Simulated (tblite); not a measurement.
# C4H8ClGeN: the cost of one run

Programs: tblite 0.8.0 and PySCF 2.14.0, with density-fitted response routines of our own. Each step states its level of theory. These are calculated values for one molecule in the gas phase, unless marked as measured. Atoms count from 0, in the outputs and in this text.

**1. The starting structure**

15 atoms, charge 0, multiplicity 1; geometry from: force field or distance geometry start.

Bonds of the start (Å): N0–C1 1.16, C1–C2 1.46, C2–C3 1.51, C3–Ge4 1.95, C3–C5 1.48, C5–Cl6 1.75, C2–H7 1.11, C2–H8 1.11, C3–H9 1.12, Ge4–H10 1.54, Ge4–H11 1.55, Ge4–H12 1.57, C5–H13 1.13, C5–H14 1.12.

**2. Optimising the geometry with GFN2-xTB**

The job: settings as JSON, then the geometry in Å.

```
{"job": {"kind": "relax", "xc": "GFN2-xTB", "basis": "xTB"}, "charge": 0, "multiplicity": 1}
N     -1.785300    -1.162900     2.057400
C     -1.436500    -1.055100     0.953200
C     -0.979700    -0.920900    -0.423900
C      0.086200     0.125300    -0.609800
Ge     1.660300    -0.334800     0.453600
C     -0.358000     1.533800    -0.475500
Cl    -1.055800     1.942500     1.081900
H     -1.875800    -0.720400    -1.049800
H     -0.541900    -1.886000    -0.765900
H      0.416700    -0.006000    -1.669400
H      1.926200     0.676200     1.586100
H      2.931600    -0.407700    -0.430800
H      1.511600    -1.720100     1.170200
H      0.570300     2.168500    -0.596600
H     -1.074500     1.775500    -1.302500
```

Command:

```console
> OMP_NUM_THREADS=1 python probes_run.py task.json out
```

One launch serves the whole session: the jobs run in the order shown.

**Question.** How long does this first job take on 1 thread of Arm Neoverse N1, shared host, and how much memory does it need?

About 1.8 s, with a peak of 0.18 GiB.
